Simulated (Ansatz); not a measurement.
Write a Python script for the Python package of Ansatz (0.2.0) that makes the spin response to a magnetic field of ZnHg3, space group Pm-3m. Settings (first run): PBEsol, PAW, cutoff 550 eV, 5×5×5 k-points, Fermi-Dirac smearing of 0.1 eV, collinear spin.

```
CELL_PARAMETERS angstrom
4.56323 0.00000 0.00000
0.00000 4.56323 0.00000
0.00000 0.00000 4.56323
ATOMIC_POSITIONS crystal
Zn 0.50000 0.50000 0.50000
Hg 0.50000 0.00000 0.00000
Hg 0.00000 0.50000 0.00000
Hg 0.00000 0.00000 0.50000
```

`znhg3.py`
```python
import ansatz as az
import numpy as np


def main() -> None:
    lattice = az.Lattice.of(
        (4.56323, 0.0, 0.0),
        (0.0, 4.56323, 0.0),
        (0.0, 0.0, 4.56323),
    )
    sites = [
        ("Zn", (0.5, 0.5, 0.5)),
        ("Hg", (0.5, 0.0, 0.0)),
        ("Hg", (0.0, 0.5, 0.0)),
        ("Hg", (0.0, 0.0, 0.5)),
    ]
    cell = az.Crystal(lattice=lattice)
    for symbol, position in sites:
        cell = cell.atom(symbol, position)

    calculation = (
        cell.calculation()
        .occupations(az.OccupationsMethod.FERMI_DIRAC)
        .functional("pbesol")
        .pseudopotentials("paw")
        .basis(550)
        .kpoints(spacing=0.32)
        .spin("collinear")
    )
    rows = []
    for tesla in [0, 100, 200, 400]:
        rep = (calculation.magnetic_field(tesla) if tesla else calculation).run(threads=1, pin="off").report
        rows.append((tesla, rep["magnetization_mub"], rep["free_energy_ev"], rep["components"].get("e_zeeman", 0.0)))
    print("         B (T)      moment muB            F eV  Zeeman term eV")
    for row in rows:
        print(f"{str(row[0]):>14s}  {row[1]:14.4f}  {row[2]:14.5f}  {row[3]:14.5f}")
    slope = np.polyfit([row[0] for row in rows], [row[1] for row in rows], 1)[0]
    print(f"dM/dB = {1000 * slope:.4f} muB per 1000 T per cell")


if __name__ == "__main__":
    main()
```

```console
$ python znhg3.py
RunWarning: this spin-polarised run has no starting moment large enough to seed its density, so its SCF can try parallel moments of its own, which can die out, and starts no order whose moments [...]
         B (T)      moment muB            F eV  Zeeman term eV
             0          0.0000    -44284.36444         0.00000
           100          0.0114    -44284.36447        -0.00007
           200          0.0227    -44284.36457        -0.00026
           400          0.0451    -44284.36496        -0.00104
dM/dB = 0.1126 muB per 1000 T per cell
```
(Warnings from the package without file and line, shortened.)

Reading the output:
- Total energies depend on the potentials; only differences at equal settings carry meaning. A total without «per atom» is that of the cell as typed.
- The mesh is modest for a metal, so energies can be off by several to tens of meV an atom and pressures by half a GPa or more; differences at equal mesh fare better.
- Spin-orbit coupling, which matters for elements this heavy, is left out.
- The structure comes from a database of computed cells and needn't be a stable or known phase.
- Orbital magnetism is left out. The response of a metal hangs strongly on mesh and smearing, and a straight-line fit holds only where the moment is linear in the field.
- The whole script took 41 s on 1 thread of AMD EPYC 7R43 64-Core Processor (Zen 3), on a shared host, peak memory 0.51 GiB.
